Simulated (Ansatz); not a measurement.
This script makes a comparison of functionals at one structure of SrTl, space group Pm-3m with Ansatz's Python interface.

`xc_srtl.py`:
```python
"""One structure of SrTl under several functionals."""

import warnings

import ansatz as az
import pandas as pd
from pymatgen.core import Lattice, Structure
from pymatgen.io.ase import AseAtomsAdaptor

warnings.simplefilter("ignore", az.DeckWarning)

pmg_structure = Structure(
    Lattice([(4.032, 0.0, 0.0), (0.0, 4.032, 0.0), (0.0, 0.0, 4.032)]),
    ["Sr", "Tl"],
    [
        (0.0, 0.0, 0.0),
        (0.5, 0.5, 0.5),
    ],
)
cell = az.Crystal.from_ase(AseAtomsAdaptor.get_atoms(pmg_structure))

job = cell.calculation()
job = job.basis(420).kpoints(spacing=0.32)
job = job.occupations("fermi_dirac")
job = job.stress()

rows = []
for value in ["lda", "pbesol", "blyp"]:
    rep = job.functional(value).run(threads=1, pin="off").report
    rows.append((value, rep["free_energy_ev"] / len(rep["lattice"]["sites"]), rep["n_iterations"], sum(rep["stress_gpa"][i][i] for i in range(3)) / 3, rep["n_kpoints"]))

table = pd.DataFrame(rows, columns=["functional", "F/atom (eV)", "iterations", "P (GPa)", "k-points"])
print(table.round(5).to_string(index=False))
```

Rank the functionals by the pressure that they give at this structure. What does the order say about their lattices?

From lowest to highest: LDA (-1.4 GPa), PBEsol (0.2 GPa) and BLYP (3.8 GPa). At a fixed cell a lower pressure usually means a smaller equilibrium volume, so LDA prefers the smallest cell and BLYP the largest.

What the script printed:

Running `python xc_srtl.py` prints:
```text
functional  F/atom (eV)  iterations  P (GPa)  k-points
       lda  -7295.95811           6 -1.36486        10
    pbesol  -7394.40475           6  0.17551        10
      blyp  -7514.72758           6  3.77388        10
```

Reading the output:
- BLYP can be off by several per cent in the lattices of metals, and by several GPa in the pressure at a fixed cell.
- The mesh is modest for a metal, so energies can be off by several to tens of meV an atom and pressures by half a GPa or more; differences at equal mesh fare better.
- Pressure is positive in compression.
- Spin-orbit coupling, which matters for elements this heavy, is left out.
- The structure is a deposited one; some such entries were measured under pressure or heat, so a shift against it needn't be the functional's error alone.
- Total energies of different functionals can't be compared; pressures, moments and gaps at this one structure can.
- Timing: 5.9 s on 1 thread of Arm Neoverse N1, with other jobs on the host, peak memory 0.45 GiB.

(Lines on the test bed's own set-up are left out of the output.)
